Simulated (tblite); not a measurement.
# F3Se: the cost of one run

Computed with tblite 0.8.0 and PySCF 2.14.0; each step states its level. No surroundings beyond the atoms listed, unless a continuum is named. Atoms count from 0, parts from 1.

## Step 1: Starting point

4 atoms, charge -1, multiplicity 1; geometry: rigid parts in contact. Parts: 1 = atoms 0–2, `F[Se]F`, charge 0; 2 = atom 3, `[F-]`, charge -1.

## Step 2: Search for minima with GFN2-xTB

Job settings and geometry (Å):

```
{"job": {"kind": "dock", "xc": "GFN2-xTB", "basis": "xTB"}, "charge": -1, "multiplicity": 1, "parts": [{"atoms": "0-2", "charge": 0, "multiplicity": 1}, {"atoms": "3-3", "charge": -1, "multiplicity": 1}]}
F     -1.317075    -0.409588     0.005510
Se    -0.002910     0.809946    -0.002622
F      1.319986    -0.400358    -0.002889
F      1.516591     2.889974     0.874666
```

Level: GFN2-xTB search for minima from random contacts, gas phase.

Started as:

```
> OMP_NUM_THREADS=1 python cluster_run.py task.json out
```

The driver reads the jobs from task.json and runs them one after another.

**Question.** How long does this first job take on 1 thread of Arm Neoverse N1, shared host?

About 1.9 s.
